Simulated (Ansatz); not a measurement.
# GeHBr+ (quartet): wave-function methods side by side, cc-pVDZ

How much of the correlation energy of GeHBr+ (quartet) does each wave-function method recover here?

Method: cc-pVDZ, core rule «outside noble gas», up to 28 orbitals frozen; program: Ansatz 0.2.0, Gaussian basis.

The runs, in order: UHF; CCSD(T) on ROHF; CCSD(T) on UHF; BCCD(T) on ROHF; CISD; CCSDT(Q) on ROHF; CCSDT(Q) on UHF; CCSDTQ on ROHF; CCSDTQ on UHF.

6 further runs of the same task are left out: 2 for a known fault of the program, 4 set aside as unsound or not needed.

## Step 1: The system

The geometry is a PBE0/def2-TZVP stationary point (not a proven minimum) of the parent state, kept for this charge and spin. No spin-orbit coupling is included. The filled d shell of Ge, Br may be among the frozen orbitals whatever the setting's name suggests; the logs give the count.

3 atoms, charge 1, spin multiplicity 4.

Atoms are counted from 1 here; the program's logs count them from 0.

Bond lengths: Ge1–Br2 2.300 Å, Ge1–H3 1.556 Å. Angles: Br2–Ge1–H3 115.8°.

## Step 2: UHF

Input file in.yaml:

```yaml
crystal:
  periodic: [false, false, false]
  atoms:
    - {symbol: Ge, position_ang: [0.000000, -0.482260, 0.527082]}
    - {symbol: Br, position_ang: [0.000000, -0.416051, -1.771802]}
    - {symbol: H, position_ang: [0.000000, 0.898312, 1.244719]}
basis:
  gaussian: {orbitals: cc-pVDZ}
total_charge: 1
magnetization: {spin_polarized: true, initial_magnetization: 3}
hamiltonian: {xc: hf}
output: {orbitals: {seedname: orbitals}}
```

Launch:

```
ansatz run in.yaml --threads 1 --pin off --events-out ev --progress --plain --max-ram 4096MiB --backend cpu
```

After this run come: CCSD(T) on ROHF; CCSD(T) on UHF; BCCD(T) on ROHF; CISD; CCSDT(Q) on ROHF; CCSDT(Q) on UHF; CCSDTQ on ROHF; CCSDTQ on UHF.

**Question.** What will the summary of the whole plan be? Wanted: UCCSDTQ from the RHF energy; RMP2 from UCCSDTQ; UMP2 from UCCSDTQ; RCCSD from UCCSDTQ; RCCSD(T) from UCCSDTQ; UCCSD(T) from UCCSDTQ; RCCSDT(Q) from UCCSDTQ; UCCSDT(Q) from UCCSDTQ; T1 diagnostic.

**Answer**, as computed:

| quantity | value |
| --- | --- |
| UCCSDTQ from the ROHF energy | -4.9618 eV |
| RMP2 from UCCSDTQ | +20.94 kcal/mol |
| UMP2 from UCCSDTQ | +20.88 kcal/mol |
| RCCSD from UCCSDTQ | +3.31 kcal/mol |
| RCCSD(T) from UCCSDTQ | +1.01 kcal/mol |
| UCCSD(T) from UCCSDTQ | +0.69 kcal/mol |
| RCCSDT(Q) from UCCSDTQ | +0.34 kcal/mol |
| UCCSDT(Q) from UCCSDTQ | +0.01 kcal/mol |
| levels within 1 kcal/mol (43 meV) | UCCSD(T), RCCSDT, UCCSDT, RCCSDT(Q), UCCSDT(Q), RCCSDTQ |
| T1 diagnostic | 0.020 |

**Reading.** RCCSD(T) lands +1.01 kcal/mol from the yardstick (0.9 % of the correlation energy). These misses are within one basis, not against nature; the frozen cores of restricted and unrestricted runs differ, which can shift their rows.
